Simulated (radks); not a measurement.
**Valence configurations of La⁺**

NIST gives [Xe] 5d2 as the ground configuration of La⁺. Does this level of theory agree? Several fillings of the valence shells are run.

The numbers are computed with radks (a radial shooting solver on a logarithmic mesh, Libxc functionals) version 1 (scalar-relativistic Kohn-Sham, r2SCAN, spin-polarised, spherical densities, finite nucleus; open shells are filled with parallel spins first), except any that are marked as measured or tabulated.

**1. The atom as given**

| Property | Result |
| --- | --- |
| element | lanthanum (Z = 57) |
| charge | +1 |
| electrons | 56 |
| configuration | [Xe] 5d2 |
| nuclear rms radius | 4.855 fm |
| others tried | 5d1 6s1; 5d1 6p1; 6s2; 6p2; 6s1 6p1; 4f1 5d1 |

The outer shells:

La⁺
```
[Xe] core
5d [↑ ][↑ ][  ][  ][  ]
```

**2. [Xe] 5d2**

Settings of this run:

```text
Z 57
configuration [Xe] 5d2
relativity scalar-relativistic
functional r2scan,r2scan
spin polarised
nucleus finite rms 4.855 fm
c 137.035999084
```

**3. [Xe] 5d1 6s1**

Settings, as their differences from step 2:

```diff
@@ -1,3 +1,3 @@
 Z 57
-configuration [Xe] 5d2
+configuration [Xe] 5d1 6s1
 relativity scalar-relativistic
```

**4. [Xe] 5d1 6p1**

Settings, as their differences from step 3:

```diff
@@ -1,3 +1,3 @@
 Z 57
-configuration [Xe] 5d1 6s1
+configuration [Xe] 5d1 6p1
 relativity scalar-relativistic
```

**5. [Xe] 6s2**

Settings, as their differences from step 4:

```diff
@@ -1,3 +1,3 @@
 Z 57
-configuration [Xe] 5d1 6p1
+configuration [Xe] 6s2
 relativity scalar-relativistic
```

**6. [Xe] 6p2**

Settings, as their differences from step 5:

```diff
@@ -1,3 +1,3 @@
 Z 57
-configuration [Xe] 6s2
+configuration [Xe] 6p2
 relativity scalar-relativistic
```

**7. [Xe] 6s1 6p1**

Settings, as their differences from step 6:

```diff
@@ -1,3 +1,3 @@
 Z 57
-configuration [Xe] 6p2
+configuration [Xe] 6s1 6p1
 relativity scalar-relativistic
```

**8. [Xe] 4f1 5d1**

Settings, as their differences from step 7:

```diff
@@ -1,3 +1,3 @@
 Z 57
-configuration [Xe] 6s1 6p1
+configuration [Xe] 4f1 5d1
 relativity scalar-relativistic
```

Before running it: what results should come out? Wanted: for each run, valence; E − E(NIST configuration); moment; highest level; its energy; 1s shift.

As calculated:

| valence | E − E(NIST configuration) (eV) | moment (μB) | highest level | its energy (eV) | 1s shift (eV) |
| --- | --- | --- | --- | --- | --- |
| 5d1 6s1 | -0.007 | 2 | 5d up | -8.825 | -2.26 |
| 5d2 | 0.000 | 2 | 5d up | -7.497 | +0.00 |
| 6s2 | 1.167 | 0 | 6s | -9.253 | -4.78 |
| 4f1 5d1 | 1.475 | 2 | 4f up | -3.457 | +5.69 |
| 5d1 6p1 | 3.106 | 2 | 6p up | -6.192 | -3.34 |
| 6s1 6p1 | 3.422 | 2 | 6p up | -6.988 | -5.63 |
| 6p2 | 6.692 | 2 | 6p up | -7.419 | -6.68 |

What this shows: This level puts 5d1 6s1 lowest, 0.007 eV under the NIST configuration. The energies are those of spherical high-spin densities, not of single terms. The 1s eigenvalue shifts by up to 6.68 eV as the valence charge is rearranged.
